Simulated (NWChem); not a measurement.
# CH6AlFSi (SMILES C[SiH2][AlH][F]): HF/6-31G(d) (spherical functions)

What is the vertical singlet–triplet gap of CH6AlFSi at HF/6-31G* (spherical functions)? 

The results are computed with NWChem 7.3.0.

1 further run of the same task is left out (set aside as unsound or not needed). Runs told in other sessions of the task aren't counted.

## Step 1: The molecule

CH6AlFSi: 10 atoms, total charge 0, spin state singlet. SMILES: `C[SiH2][AlH][F]`. The shape is that of a PBE0-D4/def2-TZVP optimisation. This is one conformer, not always the lowest.

Bond lengths: C1–Si2 1.882 Å, Si2–Al3 2.453 Å, Al3–F4 1.655 Å, C1–H5 1.092 Å, C1–H6 1.092 Å, C1–H7 1.092 Å, Si2–H8 1.493 Å, Si2–H9 1.493 Å, Al3–H10 1.586 Å. Some angles: C1–Si2–Al3 113.1°, Si2–Al3–F4 117.3°, C1–Si2–H8 109.7°, C1–Si2–H9 109.6°, Al3–Si2–H8 109.0°, Al3–Si2–H9 108.9°, Si2–C1–H5 110.6°, Si2–C1–H6 111.0°, Si2–C1–H7 111.0°, Si2–Al3–H10 127.4°.

## Step 2: Energy and gradient at HF/6-31G(d) (spherical functions)

a.nw reads:

```
start a
title "CH6AlFSi"
memory 2200 mb

geometry noautosym nocenter noautoz
   C     0.209300    1.522100   -0.549700
   Si   -0.487300    0.185700    0.578100
   Al    0.320500   -2.061900    0.018500
   F    -0.271300   -3.324400    0.910100
   H    -0.171000    2.504900   -0.262800
   H    -0.069900    1.340800   -1.589900
   H     1.299800    1.551100   -0.495300
   H    -1.978700    0.198000    0.509600
   H    -0.129200    0.490400    1.995500
   H     1.361100   -2.457900   -1.111000
end

basis spherical bse
   * library 6-31G*
end

scf
   thresh 1e-08
   maxiter 80
end

task scf gradient
```

The run is started by

```bash
$ nwchem a.nw > a.out
```

Standard output, shortened:

```text
[...]
  functions       =    76
[...]
  wavefunction    = RHF
[...]
         Total SCF energy =   -671.687531434299
      One-electron energy =  -1315.316655450944
      Two-electron energy =    451.687864037498
 Nuclear repulsion energy =    191.941259979147
        Time for solution =     21.6s
[...]
                         RHF ENERGY GRADIENTS
    atom               coordinates                        gradient
                 x          y          z           x          y          z
   1 C       0.395520   2.876352  -1.038782   -0.002582  -0.006508   0.004448
   2 Si     -0.920863   0.350922   1.092451    0.005720   0.002127  -0.007573
   3 Al      0.605657  -3.896426   0.034960    0.000523   0.006510  -0.001785
   4 F      -0.512683  -6.282205   1.719840   -0.001786  -0.002620   0.002497
   5 H      -0.323143   4.733575  -0.496620   -0.002328   0.003528   0.002247
   6 H      -0.132092   2.533745  -3.004475   -0.001507  -0.001742  -0.003735
   7 H       2.456266   2.931154  -0.935981    0.004285  -0.000837   0.000818
   8 H      -3.739201   0.374166   0.963004   -0.003565  -0.000485  -0.000011
   9 H      -0.244153   0.926722   3.770948    0.000813   0.000265   0.003500
  10 H       2.572106  -4.644758  -2.099486    0.000427  -0.000239  -0.000406
[...]
```

It took 33 s on 1 thread of Intel Xeon Platinum 8259CL at 2.50GHz (Skylake/Cascade Lake), shared host; peak memory 0.098 GiB.

## Step 3: The triplet: a single-point energy at UHF/6-31G(d) (spherical functions)

test.xyz reads:

```xyz
10

C      0.209300     1.522100    -0.549700
Si    -0.487300     0.185700     0.578100
Al     0.320500    -2.061900     0.018500
F     -0.271300    -3.324400     0.910100
H     -0.171000     2.504900    -0.262800
H     -0.069900     1.340800    -1.589900
H      1.299800     1.551100    -0.495300
H     -1.978700     0.198000     0.509600
H     -0.129200     0.490400     1.995500
H      1.361100    -2.457900    -1.111000
```

test.nw reads:

```
start test
memory stack 880 mb heap 220 mb global 1100 mb
geometry units angstroms noautosym nocenter noautoz
   load format xyz test.xyz
end
basis spherical bse
   C library 6-31G*
   Si library 6-31G*
   Al library 6-31G*
   F library 6-31G*
   H library 6-31G*
end
scf
   triplet
   uhf
   thresh 1e-08
   maxiter 80
end
task scf energy
```

The run is started by

```bash
$ nwchem test.nw > test.out
```

Standard output, shortened:

```text
[...]
  functions       =    76
[...]
  wavefunction    = UHF
[...]
         Total SCF energy =   -671.534962294247
      One electron energy =  -1314.043390568220
      Two electron energy =    450.567168294826
 Nuclear repulsion energy =    191.941259979147
                       Sz =      1.0000
                 Sz(Sz+1) =      2.0000
                      S^2 =      2.0051
[...]
```

Wall time 36 s (1 thread of Intel Xeon Platinum 8259CL at 2.50GHz (Skylake/Cascade Lake), shared host); peak memory 0.098 GiB.

## Step 4: Summary of results

Level: HF/6-31G* (spherical functions).

| quantity | value |
| --- | --- |
| singlet: total energy | -671.68753 Eh |
| singlet: dipole moment | 2.18 D |
| singlet: HOMO energy | -10.08 eV |
| singlet: LUMO energy | 1.22 eV |
| singlet: HOMO–LUMO gap | 11.30 eV |
| singlet: largest force on an atom | 0.500 eV/Å |
| triplet: total energy | -671.53496 Eh |
| triplet: dipole moment | 5.34 D |
| triplet: HOMO energy (highest over α and β) | -5.51 eV |
| triplet: LUMO energy (lowest over α and β) | -2.00 eV |
| triplet: ⟨S²⟩ | 2.005 |
| vertical energy of the triplet above the singlet | 4.152 eV |

What this shows: At this shape the triplet lies 4.15 eV (401 kJ/mol) above the singlet. The largest force (singlet) is 0.50 eV/Å: the shape isn't a stationary point for this species at this level. Mulliken charges (singlet) run from -0.79 on C1 to +0.91 on Al3.
